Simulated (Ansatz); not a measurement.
GaSn:

```xyz
2
Lattice="0.0000 2.9029 3.0982 2.7293 0.0000 3.0982 2.7293 2.9029 0.0000" Properties=species:S:1:pos:R:3 pbc="T T T"
Ga    2.7293    2.9029    3.0982
Sn    0.0000    0.0000    0.0000
```

The cell was built by a generator and needn't be a form met in nature.

```yaml
Program: Ansatz 0.2.0
Task: relaxation of cell and atoms
Functional: r2SCAN
Potentials_or_basis: Ansatz PAW
Cutoff: "500 eV (not typed: the program's choice for these potentials)"
k_mesh: 8 × 8 × 8
Occupations: fermi-dirac, width 0.05 eV
Spin: no spin polarisation
```

At the start: volume 24.55 Å³/atom.

Problem. How do energy, volume and symmetry change on relaxing?

Solution. It ends after 7 steps and the volume is 23.55 Å³/atom (-4.1 %); space group Fm-3m (No. 225, to 0.05 Å).

Step by step:
```csv
step,energy change (eV),largest force (eV/Å),volume (Å³)
1,0.0000,0.0000,49.09
2,-0.0961,0.0000,47.21
3,-0.1198,0.0000,47.20
4,-0.1256,0.0000,47.14
5,-0.1259,0.0000,47.08
6,-0.1259,0.0000,47.10
7,-0.1258,0.0000,47.10
```

Final structure:
```cif
data_structure
_symmetry_space_group_name_H-M 'P 1'
_symmetry_Int_Tables_number 1
_cell_length_a 4.0538
_cell_length_b 4.0535
_cell_length_c 4.0534
_cell_angle_alpha 60.005
_cell_angle_beta 59.998
_cell_angle_gamma 59.996
_cell_volume 47.10
loop_
_atom_site_label
_atom_site_type_symbol
_atom_site_fract_x
_atom_site_fract_y
_atom_site_fract_z
_atom_site_occupancy
Ga1 Ga 0.50000 0.50000 0.50000 1
Sn1 Sn 0.00000 0.00000 0.00000 1
```

Caveat: the plane-wave basis is chosen anew once the cell has moved, so the energies of steps on either side of that aren't comparable; the PAW data sets come from PBE, with cores solved anew for the run's functional, which leaves a small shift of forces and pressure.
